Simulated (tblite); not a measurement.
# C2H9BrO2Si2: the cost of one run

The runs use tblite 0.8.0 and PySCF 2.14.0, with density-fitted response routines of our own; the level of theory stands in each step. All values are computed, except where a source is named. Atoms count from 0, in the outputs and in this text.

### 1 The molecule as given

16 atoms, charge 0, multiplicity 1; geometry from: force field or distance geometry start.

Bonds of the start (Å): C0–O1 1.38, O1–C2 1.38, C2–O3 1.39, O3–Si4 1.73, C2–Si5 1.87, Si5–Br6 2.26, C0–H7 1.12, C0–H8 1.10, C0–H9 1.12, C2–H10 1.11, Si4–H11 1.48, Si4–H12 1.46, Si4–H13 1.47, Si5–H14 1.45, Si5–H15 1.48.

### 2 Optimising the geometry with GFN2-xTB

Job settings and geometry (Å):

```
{"job": {"kind": "relax", "xc": "GFN2-xTB", "basis": "xTB"}, "charge": 0, "multiplicity": 1}
C     -0.505700    -1.907400     0.967400
O     -0.082700    -1.433300    -0.258000
C     -0.049500    -0.056400    -0.216200
O      1.278900     0.339000    -0.336500
Si     1.636000     1.100800     1.174400
Si    -1.142400     0.714200    -1.523800
Br     0.075400     2.030400    -2.891400
H     -0.529700    -3.022800     0.966100
H      0.103900    -1.625800     1.836600
H     -1.566600    -1.597400     1.133400
H     -0.407100     0.270900     0.783700
H      1.531900     2.548700     0.907800
H      0.618100     0.701400     2.140300
H      2.969700     0.697800     1.640400
H     -1.834700    -0.326100    -2.263700
H     -2.103200     1.575000    -0.804700
```

Launch:

```bash
> OMP_NUM_THREADS=1 python probes_run.py task.json out
```

One launch serves the whole session: the jobs run in the order shown.

**Question.** How long does this first job take on 1 thread of Arm Neoverse N1, shared host, and how much memory does it need?

About 2.4 s, with a peak of 0.18 GiB.
